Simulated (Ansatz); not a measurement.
# CH2ClIOSi: the cost of one run

Program: Ansatz 0.2.0, Gaussian basis. Level of theory: the settings change from run to run. These are calculated values, not measurements.

## Step 1: The molecule

An earlier PBE0-D4 in a triple-zeta def2 set relaxation fixed the geometry. I takes a core potential in def2 sets; no spin-orbit term is included.

SMILES `Cl[Si]1(I)CO1`, 7 atoms, charge 0, spin multiplicity 1.

Atoms are counted from 1 here; the program's logs count them from 0.

Bond lengths: Cl1–Si2 2.024 Å, Si2–I3 2.399 Å, Si2–C4 1.792 Å, Si2–O5 1.636 Å, C4–O5 1.503 Å, C4–H6 1.087 Å, C4–H7 1.087 Å. Angles: Cl1–Si2–I3 110.5°, Cl1–Si2–C4 122.5°, Cl1–Si2–O5 117.2°, I3–Si2–C4 124.0°, I3–Si2–O5 117.8°, C4–Si2–O5 51.8°, Si2–C4–O5 58.8°, Si2–C4–H6 121.8°, Si2–C4–H7 122.2°, O5–C4–H6 112.2°, O5–C4–H7 112.4°, H6–C4–H7 114.1°, Si2–O5–C4 69.4°.

Coordinates:

```mol
CH2ClIOSi
  3D, bonds by distance, orders not assigned

  7  7  0  0  0  0  0  0  0  0999 V2000
   -1.7210   -1.8023   -0.4279 Cl  0  0
   -0.0451   -0.7400   -0.0295 Si  0  0
    1.6335   -2.1530    0.9405 I   0  0
   -0.0447    1.0471    0.0971 C   0  0
    0.4308    0.3542   -1.1490 O   0  0
   -0.9436    1.6341   -0.0757 H   0  0
    0.7513    1.5918    0.5987 H   0  0
  1  2  8  0
  2  3  8  0
  2  4  8  0
  4  5  8  0
  4  6  8  0
  4  7  8  0
  2  5  8  0
M  END
```

## Step 2: PBEsol/def2-TZVPD

Options: charge -1, multiplicity 2, D4 dispersion.

File in.yaml:

```yaml
crystal:
  periodic: [false, false, false]
  atoms:
    - {symbol: Cl, position_ang: [-1.720993, -1.802320, -0.427929]}
    - {symbol: Si, position_ang: [-0.045126, -0.739977, -0.029472]}
    - {symbol: I, position_ang: [1.633454, -2.152966, 0.940544]}
    - {symbol: C, position_ang: [-0.044670, 1.047104, 0.097145]}
    - {symbol: O, position_ang: [0.430815, 0.354167, -1.149018]}
    - {symbol: H, position_ang: [-0.943573, 1.634104, -0.075725]}
    - {symbol: H, position_ang: [0.751292, 1.591787, 0.598654]}
basis:
  gaussian: {orbitals: def2-TZVPD}
total_charge: -1
magnetization: {spin_polarized: true, initial_magnetization: 1}
hamiltonian: {xc: {name: PBEsol}, dispersion: d4}
output: {forces: true}
```

Launch:

```sh
ansatz run in.yaml --threads 4 --pin off --events-out ev --progress --plain --max-ram 10444MiB
```

What time and memory should one allow on 4 threads of Intel Xeon Platinum 8488C, shared host?

About 7 s, with a peak of 0.59 GiB.
